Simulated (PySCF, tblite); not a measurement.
# C8H12BF: geometry, infrared bands and NMR shifts

Aim: predict the infrared bands and NMR shifts of C8H12BF (`C#C/C(F)=C/[C@@H](C)B(C)C`).

Programs: tblite 0.8.0 and PySCF 2.14.0, with density-fitted response routines of our own. Each step states its level of theory. These are calculated values for one molecule in the gas phase, unless marked as measured. Atoms count from 0, in the outputs and in this text.

### Step 1. Starting geometry

22 atoms, charge 0, multiplicity 1; geometry from: force field or distance geometry start.

Bonds of the start (Å): C0–C1 1.22, C1–C2 1.44, C2–F3 1.36, C2–C4 1.34, C4–C5 1.50, C5–C6 1.54, C5–B7 1.57, B7–C8 1.58, B7–C9 1.59, C0–H10 1.07, C4–H11 1.09, C5–H12 1.12, C6–H13 1.09, C6–H14 1.11, C6–H15 1.12, C8–H16 1.12, C8–H17 1.11, C8–H18 1.12, C9–H19 1.11, C9–H20 1.09, C9–H21 1.12.

### Step 2. Relaxing the molecule with GFN2-xTB

Job settings and geometry (Å):

```
{"job": {"kind": "relax", "xc": "GFN2-xTB", "basis": "xTB"}, "charge": 0, "multiplicity": 1}
C      3.873500    -1.184000    -2.150800
C      3.105700    -0.903000    -1.246500
C      2.227700    -0.610900    -0.144500
F      2.644200    -0.621700     1.150000
C      0.958200    -0.308300    -0.451200
C      0.052700     0.000600     0.705700
C      0.425800     1.411900     1.190800
B     -1.465100    -0.087900     0.329900
C     -2.303000     1.244200     0.197200
C     -2.118400    -1.432300    -0.224100
H      4.513300    -1.428900    -2.968600
H      0.592300    -0.284800    -1.477000
H      0.298900    -0.708000     1.533700
H      0.550100     1.476000     2.270600
H     -0.260200     2.194400     0.808000
H      1.424600     1.646100     0.748100
H     -2.430600     1.733000     1.202200
H     -1.831300     1.947100    -0.520700
H     -3.325700     1.048400    -0.203700
H     -1.961500    -1.432000    -1.318500
H     -1.750900    -2.328900     0.265100
H     -3.230800    -1.351600    -0.082100
```

Command:

```bash
> OMP_NUM_THREADS=1 python probes_run.py task.json out
```

One launch serves the whole session: the jobs run in the order shown.

**Question.** This job is followed by: GFN2-xTB harmonic vibrations, gas phase; GIAO PBE0/pcSseg-1 NMR shielding, non-relativistic, gas phase. What will the session give for the following? strongest single infrared mode (GFN2-xTB); zero-point energy (GFN2-xTB); 13C shifts against TMS (PBE0/pcSseg-1, means over atoms taken as alike); 1H shifts against TMS (PBE0/pcSseg-1, means over atoms taken as alike); 19F shifts against CFCl3 (PBE0/pcSseg-1); 11B shifts against BF3·OEt2 (PBE0/pcSseg-1); surface potential, 1st and 99th percentile.

The runs gave:

| quantity | value |
| --- | --- |
| strongest single infrared mode (GFN2-xTB) | 1174 cm⁻¹, 196 km/mol |
| zero-point energy (GFN2-xTB) | 109.4 kcal/mol |
| 13C shifts against TMS (PBE0/pcSseg-1, means over atoms taken as alike) | 150.1, 132.5, 90.1, 81.2, 38.1, 18.4, 14.2 ppm |
| 1H shifts against TMS (PBE0/pcSseg-1, means over atoms taken as alike) | 5.21, 3.03, 2.87, 1.20, 0.92 ppm |
| 19F shifts against CFCl3 (PBE0/pcSseg-1) | -116.3 ppm |
| 11B shifts against BF3·OEt2 (PBE0/pcSseg-1) | 89.3 ppm |
| surface potential, 1st and 99th percentile | -0.89 V and 1.37 V |

In words: The optimisation took 152 steps and gained 0.753 eV; among the close pairs (by a distance rule), C5–B7 changed most, from 1.566 to 1.604 Å. The lowest mode is imaginary (27i cm⁻¹), so the xTB geometry is not a minimum. The strongest single mode, at 1174 cm⁻¹, is spread over many atoms; the largest shares are those of B7, C5. Unscaled tight-binding wavenumbers are off by several per cent, some by more. Its intensities can rank the bands wrongly. H11 (hydrogen on an alkene CH) lies farthest downfield among hydrogen, at 5.21 ppm; olefinic region. At PBE0/pcSseg-1: The largest span, 291 ppm, is at C1, where the paramagnetic term is -147 ppm. By nearest atom (PBE0/pcSseg-1), the HOMO sits on C0, C2, C4 about 21 % each; C1, C5 about 7 % each and the LUMO on B7 26 %; C2, C4 about 14 % each.
